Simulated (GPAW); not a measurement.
AlFe3B: single point with PBEsol

AlFe3B:

```
CELL_PARAMETERS angstrom
3.82232 0.00000 0.00000
0.00000 3.82232 0.00000
0.00000 0.00000 3.82232
ATOMIC_POSITIONS crystal
Fe 0.00000 0.00000 0.50000
Fe 0.00000 0.50000 0.00000
Fe 0.50000 0.00000 0.00000
Al 0.50000 0.50000 0.50000
B 0.00000 0.00000 0.00000
```

The cell comes from a database or a generator and needn't be the stable form of this composition.

```
Program             : GPAW 26.7.0
Task                : single point
Functional          : PBEsol
Potentials or basis : PAW data sets generated in the run's folder for this functional
Cutoff              : 800 eV
Basis               : pw
k mesh              : 7 × 7 × 7
Occupations         : fermi-dirac, width 0.05 eV
Spin                : collinear spin, ferromagnetic start
Starting moments    : [3.0, 3.0, 3.0, 0.0, 0.0] μB
Maxiter             : 150
```

```json
{
 "Pressure": "-5.6 GPa",
 "Band gap on the k mesh": "none (metal or under the smearing width)",
 "Net moment": "4.12 μB per cell",
 "Site moments": "Fe +1.47; Al -0.07; B -0.05 μB"
}
```

Levels at points of the mesh, in eV from the Fermi level:
Spin up:
```tsv
k point	band 15	band 16	band 17	band 18	band 19	band 20
(0.00, 0.00, 0.00)	-1.02	-0.27	-0.20	-0.20	-0.20	4.56
```
Spin down:
```
           k point  band 9  band 10  band 11  band 12  band 13  band 14  band 15  band 16  band 17  band 18
(0.00, 0.00, 0.00)   -1.91    -1.91     0.17     0.17     0.17     0.18     0.18     1.26     1.35     1.35
```

It took 96 s on 1 thread of Arm Neoverse V1 (shared host), peak memory 0.25 GiB.
